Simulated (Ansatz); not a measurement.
# H14SO6: the cost of one run

Method: DFT PBE+D3(BJ), plane waves, PAW, scalar-relativistic, no spin polarisation, in Ansatz 0.2.0.

## Step 1: The system as given

The cell holds 21 atoms (H14O6S): a = 6.415 Å, b = 6.415 Å, c = 6.415 Å, α = 90.00°, β = 90.00°, γ = 90.00°.

The coordinates stand in the first input below.

## Step 2: Relaxing the start

The input, input.yaml:

```yaml
accuracy: low
crystal:
  lattice:
    - [6.415069, 0.0, 0.0]
    - [0.0, 6.415069, 0.0]
    - [0.0, 0.0, 6.415069]
  atoms:
    - { symbol: O, position: [0.376587, 0.2959263, 0.3779905] }
    - { symbol: H, position: [0.2765879, 0.3480792, 0.2776109] }
    - { symbol: H, position: [0.5016602, 0.2732076, 0.2965266] }
    - { symbol: O, position: [0.3685961, 0.8386536, 0.5756136] }
    - { symbol: H, position: [0.2316209, 0.8507698, 0.5132693] }
    - { symbol: H, position: [0.4070449, 0.6946358, 0.5516063] }
    - { symbol: O, position: [0.1503542, 0.3021062, 0.7406717] }
    - { symbol: H, position: [0.2920242, 0.2674075, 0.7016662] }
    - { symbol: H, position: [0.0655871, 0.2281363, 0.6399801] }
    - { symbol: O, position: [0.9668923, 0.5628182, 0.159021] }
    - { symbol: H, position: [1.0289758, 0.6647242, 0.066519] }
    - { symbol: H, position: [0.9747888, 0.4335079, 0.081482] }
    - { symbol: O, position: [0.8677134, 0.1167353, 0.897716] }
    - { symbol: H, position: [0.8123841, 0.2520951, 0.8601367] }
    - { symbol: H, position: [0.911939, 0.0575201, 0.7660594] }
    - { symbol: O, position: [0.8168759, 0.94078, 0.3812132] }
    - { symbol: H, position: [0.8902139, 1.0714142, 0.3999768] }
    - { symbol: H, position: [0.7856249, 0.8958956, 0.5219419] }
    - { symbol: S, position: [0.4723711, 0.5483207, 0.9482029] }
    - { symbol: H, position: [0.5220016, 0.7055985, 1.0762565] }
    - { symbol: H, position: [0.3120153, 0.6517924, 0.8634866] }
basis:
  ecutwfc: 420.0
kpoints:
  mp_grid: { grid: [1, 1, 1] }
hamiltonian:
  xc: pbe
  dispersion: d3bj
scf:
  occupations: { method: fermi_dirac, width: 0.05 }
  lower_state_search: "off"
relax:
  f_tol: 0.3
  max_steps: 15
  adjacent_minimum: "off"
```

Launch:

```sh
$ ansatz run input.yaml --threads 1 --pin off --max-ram 3072MiB --backend cpu --events-out ev --progress --plain --runs-dir out
```

What time and memory should one allow on 1 thread of Arm Neoverse V2, shared host?

About 19 s, with a peak of 0.34 GiB.
